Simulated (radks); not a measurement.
**Valence configurations of Sm⁺**

One table from this session's results is given with a row withheld; the runs are named, their logs left out.

Program: radks (a radial shooting solver on a logarithmic mesh, Libxc functionals) version 1. Level of theory: Dirac Kohn-Sham, LDA (Slater exchange, Perdew-Wang correlation), spin-unpolarised, spherical densities, finite nucleus; open shells fill j = l - 1/2 first. These are calculated values, not measurements, unless marked.

**Starting point**

- element: samarium (Z = 62)
- charge: +1
- electrons: 61
- configuration: [Xe] 4f6 6s1
- nuclear rms radius: 5.0819 fm
- others tried: 4f5 6s1 6p1; 4f7; 4f6 6p1; 4f4 5d2 6s1; 4f5 5d1 6p1; 4f6.5 6s0.5; 4f5 5d1 6s1; 4f4 6s1 6p2; 4f5 6s2

Set-up of the first run:

Input:

```text
Z 62
configuration [Xe] 4f6 6s1
relativity Dirac
functional lda,pw
spin unpolarised
j_filling energy
nucleus finite rms 5.0819 fm
c 137.035999084
```

Started as:

```bash
python run_ks.py task.json out
```

This one command runs every case of the session in turn.

Among the steps run: [Xe] 4f6 6s1.

One table of the session follows, with a row left open; its other results are not shown here.

It belongs to the step «[Xe] 4f6 6s1». From the orbitals of this run (lengths in bohr):

```
level     <r>  outermost maximum (interpolated)  90 % within  nodes
4d3/2  0.6654                             0.583         1.00      1
4d5/2       ?                                 ?            ?      ?
5s1/2   1.410                              1.26         2.04      4
5p1/2   1.593                              1.38         2.34      3
5p3/2   1.691                              1.46         2.49      3
4f5/2   1.001                             0.611         1.77      0
6s1/2   3.865                              3.41         5.59      5
4f7/2   1.021                             0.617         1.81      0
```

Q: Estimate the row for 4d5/2 from the others.

**Answer.** <r>: 0.6759; outermost maximum (interpolated): 0.591; 90 % within: 1.02; nodes: 1. In the column «<r>» it lies between 4d3/2 (0.6654) and 4f5/2 (1.001).
